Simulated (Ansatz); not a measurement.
Crystal: In3As.

```
CELL_PARAMETERS angstrom
4.67168 0.00000 0.00000
0.00000 4.67168 0.00000
0.00000 0.00000 4.67168
ATOMIC_POSITIONS crystal
In 0.50000 0.50000 0.00000
In 0.50000 0.00000 0.50000
In 0.00000 0.50000 0.50000
As 0.00000 0.00000 0.00000
```

The cell comes from a database or a generator and needn't be the stable form of this composition.

Base run:

| Property | Result |
| --- | --- |
| Program | Ansatz 0.2.0 |
| Functional | LDA |
| Potentials or basis | all-electron LAPW, scalar-relativistic |
| Cutoff | 158 eV |
| Density cutoff | 634 eV |
| Basis error allowed | 0.002 eV/atom |
| k mesh | 6 × 6 × 6 |
| Occupations | fermi-dirac, width 0.05 eV |
| Spin | no spin polarisation |

Its results: pressure -3.9 GPa.

Problem. After a change of settings the same cell gave: pressure 0.6 GPa. Which change was it?
A. functional from LDA to PBEsol; basis error allowed from 0.002 eV/atom to 0.001 eV/atom
B. functional from LDA to PBEsol
C. functional from LDA to PBEsol; k mesh from 6 × 6 × 6 to 4 × 4 × 4
D. functional from LDA to PBE

Solution. D.

PBE binds less tightly than LDA, so the same cell stands under more pressure.

Not every run made on this cell is shown here.
